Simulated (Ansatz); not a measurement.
# Sr18Ga: the cost of one run

All numbers below are computed with Ansatz 0.2.0 (DFT PBE, plane waves, PAW, scalar-relativistic, no spin polarisation).

## (1) The system as given

The cell holds 19 atoms (GaSr18): a = 8.598 Å, b = 12.898 Å, c = 20.021 Å, α = 90.00°, β = 90.00°, γ = 60.00°.

Structure file:

```
Sr Ga
1.0
     8.59842    0.00000    0.00000
     6.44881   11.16967    0.00000
     0.00000    0.00000   20.02058
Sr Ga
18 1
Direct
  0.16667 0.11111 0.04995
  0.66667 0.11111 0.04995
  0.16667 0.44444 0.04995
  0.66667 0.44444 0.04995
  0.16667 0.77778 0.04995
  0.66667 0.77778 0.04995
  0.83333 0.22222 0.22528
  0.33333 0.22222 0.22528
  0.83333 0.55556 0.22528
  0.33333 0.55556 0.22528
  0.83333 0.88889 0.22528
  0.33333 0.88889 0.22528
  0.00000 0.00000 0.40062
  0.50000 0.00000 0.40062
  0.00000 0.33333 0.40062
  0.50000 0.33333 0.40062
  0.00000 0.66667 0.40062
  0.50000 0.66667 0.40062
  0.98444 0.16183 0.52749
```

## (2) End point A

input.yaml

```yaml
crystal:
  lattice:
    - [8.598418, 0.0, 0.0]
    - [6.448814, 11.169673, 0.0]
    - [0.0, 0.0, 20.020579]
  atoms:
    - { symbol: Sr, position: [0.1666667, 0.1111111, 0.0499486] }
    - { symbol: Sr, position: [0.6666667, 0.1111111, 0.0499486] }
    - { symbol: Sr, position: [0.1666667, 0.4444444, 0.0499486] }
    - { symbol: Sr, position: [0.6666667, 0.4444444, 0.0499486] }
    - { symbol: Sr, position: [0.1666667, 0.7777778, 0.0499486] }
    - { symbol: Sr, position: [0.6666667, 0.7777778, 0.0499486] }
    - { symbol: Sr, position: [-0.1666667, 0.2222222, 0.2252827] }
    - { symbol: Sr, position: [0.3333333, 0.2222222, 0.2252827] }
    - { symbol: Sr, position: [-0.1666667, 0.5555556, 0.2252827] }
    - { symbol: Sr, position: [0.3333333, 0.5555556, 0.2252827] }
    - { symbol: Sr, position: [-0.1666667, 0.8888889, 0.2252827] }
    - { symbol: Sr, position: [0.3333333, 0.8888889, 0.2252827] }
    - { symbol: Sr, position: [0.0, 0.0, 0.4006167] }
    - { symbol: Sr, position: [0.5, 0.0, 0.4006167] }
    - { symbol: Sr, position: [0.0, 0.3333333, 0.4006167] }
    - { symbol: Sr, position: [0.5, 0.3333333, 0.4006167] }
    - { symbol: Sr, position: [0.0, 0.6666667, 0.4006167] }
    - { symbol: Sr, position: [0.5, 0.6666667, 0.4006167] }
    - { symbol: Ga, position: [-0.0155649, 0.16183, 0.5274862] }
basis:
  ecutwfc: 420.0
kpoints:
  mp_grid: { grid: [2, 2, 1] }
hamiltonian:
  xc: pbe
scf:
  occupations: { method: fermi_dirac, width: 0.05 }
  lower_state_search: "off"
relax:
  f_tol: 0.03
  max_steps: 60
  adjacent_minimum: "off"
  constraints: [{ sites: [0, 1, 2, 3, 4, 5] }]
```

Started as:

```bash
> ansatz run input.yaml --threads 4 --pin off --max-ram 10240MiB --backend cpu --events-out ev --progress --plain --runs-dir out
```

What time and memory should one allow on 4 threads of Intel Xeon Platinum 8559C (Emerald Rapids), shared host?

About 68 s, with a peak of 4 GiB.
